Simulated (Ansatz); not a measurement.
# C₄₂H₄₂Si₂: geometry, orbitals and charge

Aim: characterise C₄₂H₄₂Si₂ as a singlet: its structure, frontier levels and distribution of charge.

Program: Ansatz 0.2.0, Gaussian basis. Level of theory: RKS PBE0-D4/def2-SVP. These are calculated values, not measurements.

The runs, in order: relaxation at PBE-D4/def2-SVP; a single point at PBE0-D4/def2-SVP.

1 further run of the same task is left out (set aside as unsound or not needed).

## (1) Where the work starts

86 atoms, charge 0, spin multiplicity 1.

Atoms are counted from 1 here; the program's logs count them from 0.

Bond lengths: C1–Si2 1.907 Å, C1–H45 1.086 Å, C1–H46 1.086 Å, C1–H47 1.086 Å, Si2–C3 1.907 Å, Si2–C4 1.907 Å, Si2–C5 1.855 Å, C3–H48 1.086 Å, C3–H49 1.086 Å, C3–H50 1.086 Å, C4–H51 1.087 Å, C4–H52 1.086 Å, C4–H53 1.086 Å, C5–C6 1.212 Å, C6–C7 1.402 Å, C7–C8 1.344 Å, C7–H54 1.083 Å, C8–C9 1.446 Å and more. Angles: Si2–C1–H45 111.2°, Si2–C1–H46 111.2°, Si2–C1–H47 111.4°, H45–C1–H46 107.6°, H45–C1–H47 107.6°, H46–C1–H47 107.6°, C1–Si2–C3 110.3°, C1–Si2–C4 110.3°, C1–Si2–C5 108.8°, C3–Si2–C4 110.7°, C3–Si2–C5 108.1°, C4–Si2–C5 108.7°, Si2–C3–H48 111.1°, Si2–C3–H49 111.2°, Si2–C3–H50 111.5°, H48–C3–H49 107.6°, H48–C3–H50 107.6°, H49–C3–H50 107.6° and more.

The start is a GFN2-xTB geometry.

## (2) Relaxation at PBE-D4/def2-SVP

in.yaml reads:

```yaml
crystal:
  periodic: [false, false, false]
  atoms:
    - {symbol: C, position_ang: [-17.505790, -2.474340, -1.086710]}
    - {symbol: Si, position_ang: [-16.971190, -1.090570, 0.111710]}
    - {symbol: C, position_ang: [-17.744580, -1.370080, 1.832160]}
    - {symbol: C, position_ang: [-17.470810, 0.614010, -0.582170]}
    - {symbol: C, position_ang: [-15.126040, -1.138780, 0.296190]}
    - {symbol: C, position_ang: [-13.923390, -1.164280, 0.446330]}
    - {symbol: C, position_ang: [-12.534610, -1.208870, 0.633970]}
    - {symbol: C, position_ang: [-11.688870, -0.332980, 0.064250]}
    - {symbol: C, position_ang: [-10.249970, -0.325010, 0.206180]}
    - {symbol: C, position_ang: [-9.565020, -1.119440, 1.132070]}
    - {symbol: C, position_ang: [-8.191540, -1.100280, 1.200250]}
    - {symbol: C, position_ang: [-7.425300, -0.294970, 0.347980]}
    - {symbol: C, position_ang: [-5.983600, -0.367080, 0.429540]}
    - {symbol: C, position_ang: [-5.108220, 0.221830, -0.402620]}
    - {symbol: C, position_ang: [-3.668420, 0.106920, -0.356610]}
    - {symbol: C, position_ang: [-2.974260, -0.600030, 0.631570]}
    - {symbol: C, position_ang: [-1.601220, -0.668670, 0.617600]}
    - {symbol: C, position_ang: [-0.843730, -0.040850, -0.379540]}
    - {symbol: C, position_ang: [0.597220, -0.123130, -0.309910]}
    - {symbol: C, position_ang: [1.471360, 0.432670, -1.165730]}
    - {symbol: C, position_ang: [2.912500, 0.411460, -1.060990]}
    - {symbol: C, position_ang: [3.611760, -0.253590, -0.046470]}
    - {symbol: C, position_ang: [4.983820, -0.196610, 0.030950]}
    - {symbol: C, position_ang: [5.734920, 0.529240, -0.901400]}
    - {symbol: C, position_ang: [7.173730, 0.660400, -0.848000]}
    - {symbol: C, position_ang: [7.986570, 0.166900, 0.100350]}
    - {symbol: C, position_ang: [9.425550, 0.308870, 0.159550]}
    - {symbol: C, position_ang: [10.158640, 1.120130, -0.714270]}
    - {symbol: C, position_ang: [11.528070, 1.216490, -0.613650]}
    - {symbol: C, position_ang: [12.219630, 0.502210, 0.368490]}
    - {symbol: C, position_ang: [13.625090, 0.599050, 0.464000]}
    - {symbol: C, position_ang: [14.829710, 0.685960, 0.542510]}
    - {symbol: Si, position_ang: [16.680880, 0.761960, 0.636550]}
    - {symbol: C, position_ang: [17.267810, -0.663450, 1.757730]}
    - {symbol: C, position_ang: [17.375330, 0.552790, -1.126830]}
    - {symbol: C, position_ang: [17.207910, 2.447360, 1.355270]}
    - {symbol: C, position_ang: [11.499850, -0.308300, 1.249600]}
    - {symbol: C, position_ang: [10.130090, -0.395940, 1.143890]}
    - {symbol: C, position_ang: [5.037320, 1.172240, -1.931060]}
    - {symbol: C, position_ang: [3.665800, 1.115760, -2.008080]}
    - {symbol: C, position_ang: [-1.538900, 0.656640, -1.373780]}
    - {symbol: C, position_ang: [-2.911730, 0.727670, -1.358520]}
    - {symbol: C, position_ang: [-8.113050, 0.523370, -0.555090]}
    - {symbol: C, position_ang: [-9.487090, 0.511380, -0.618030]}
    - {symbol: H, position_ang: [-17.055470, -2.341970, -2.065930]}
    - {symbol: H, position_ang: [-17.207380, -3.450930, -0.717470]}
    - {symbol: H, position_ang: [-18.584010, -2.488570, -1.219780]}
    - {symbol: H, position_ang: [-17.463380, -2.338510, 2.234650]}
    - {symbol: H, position_ang: [-17.416610, -0.613480, 2.538480]}
    - {symbol: H, position_ang: [-18.829400, -1.334330, 1.792110]}
    - {symbol: H, position_ang: [-18.549150, 0.703470, -0.681350]}
    - {symbol: H, position_ang: [-17.035790, 0.780600, -1.563290]}
    - {symbol: H, position_ang: [-17.133950, 1.417100, 0.066580]}
    - {symbol: H, position_ang: [-12.179430, -2.008000, 1.272420]}
    - {symbol: H, position_ang: [-12.099600, 0.430070, -0.586070]}
    - {symbol: H, position_ang: [-10.114690, -1.755580, 1.809350]}
    - {symbol: H, position_ang: [-7.686760, -1.726220, 1.923360]}
    - {symbol: H, position_ang: [-5.615700, -0.993660, 1.231760]}
    - {symbol: H, position_ang: [-5.478560, 0.834210, -1.214820]}
    - {symbol: H, position_ang: [-3.518000, -1.093940, 1.422000]}
    - {symbol: H, position_ang: [-1.087840, -1.217610, 1.395150]}
    - {symbol: H, position_ang: [0.968310, -0.679230, 0.541090]}
    - {symbol: H, position_ang: [1.097630, 0.984260, -2.018430]}
    - {symbol: H, position_ang: [3.070250, -0.820770, 0.695200]}
    - {symbol: H, position_ang: [5.484800, -0.721110, 0.830450]}
    - {symbol: H, position_ang: [7.599120, 1.229170, -1.664450]}
    - {symbol: H, position_ang: [7.563810, -0.409590, 0.912360]}
    - {symbol: H, position_ang: [9.648790, 1.688740, -1.476830]}
    - {symbol: H, position_ang: [12.084240, 1.845420, -1.293690]}
    - {symbol: H, position_ang: [16.954130, -1.624660, 1.361450]}
    - {symbol: H, position_ang: [18.350340, -0.680210, 1.846630]}
    - {symbol: H, position_ang: [16.856340, -0.571740, 2.758440]}
    - {symbol: H, position_ang: [17.028460, 1.345720, -1.782680]}
    - {symbol: H, position_ang: [18.461460, 0.576020, -1.129790]}
    - {symbol: H, position_ang: [17.064100, -0.392430, -1.561600]}
    - {symbol: H, position_ang: [18.289360, 2.520660, 1.431240]}
    - {symbol: H, position_ang: [16.797120, 2.600940, 2.348690]}
    - {symbol: H, position_ang: [16.866630, 3.265430, 0.727860]}
    - {symbol: H, position_ang: [12.028330, -0.863300, 2.011250]}
    - {symbol: H, position_ang: [9.581920, -1.025950, 1.830960]}
    - {symbol: H, position_ang: [5.588970, 1.731610, -2.673990]}
    - {symbol: H, position_ang: [3.154260, 1.632320, -2.808620]}
    - {symbol: H, position_ang: [-0.997890, 1.151300, -2.165300]}
    - {symbol: H, position_ang: [-3.423890, 1.276660, -2.136930]}
    - {symbol: H, position_ang: [-7.563090, 1.180170, -1.211230]}
    - {symbol: H, position_ang: [-9.993940, 1.149830, -1.328470]}
basis:
  gaussian: {orbitals: def2-SVP, fitting: {mean_field: def2-universal-jkfit}}
hamiltonian: {xc: pbe, dispersion: d4}
scf: {lower_state_search: "off"}
output: {orbitals: {seedname: orbitals}}
relax: {f_tol: 0.03, max_steps: 70}
```

Command:

```console
$ ansatz run in.yaml --threads 4 --pin off --events-out ev --progress --plain --max-ram 66560MiB --backend cuda --devices 0, --max-vram 37GiB
```

Further steps of the session: Single point, PBE0-D4/def2-SVP.

Q: Predict the results of all the runs planned. Wanted: point group; commonest bond, hydrogen aside; HOMO, LUMO at PBE0-D4/def2-SVP; dipole at PBE-D4/def2-SVP.

The runs gave:

| quantity | value |
| --- | --- |
| point group | C1 |
| commonest bond, hydrogen aside | C–C, 39 of mean length 1.406 Å |
| HOMO, LUMO at PBE0-D4/def2-SVP | -5.44, -2.53 eV |
| dipole at PBE-D4/def2-SVP | 0.41 D |

What this shows: The molecule keeps its bonding pattern by the stored test; the atoms moved 0.25 Å (rms). No usable vibrations, so a minimum isn't proven. The point group is read from a loosely relaxed geometry; soft torsions can leave it below the true symmetry.
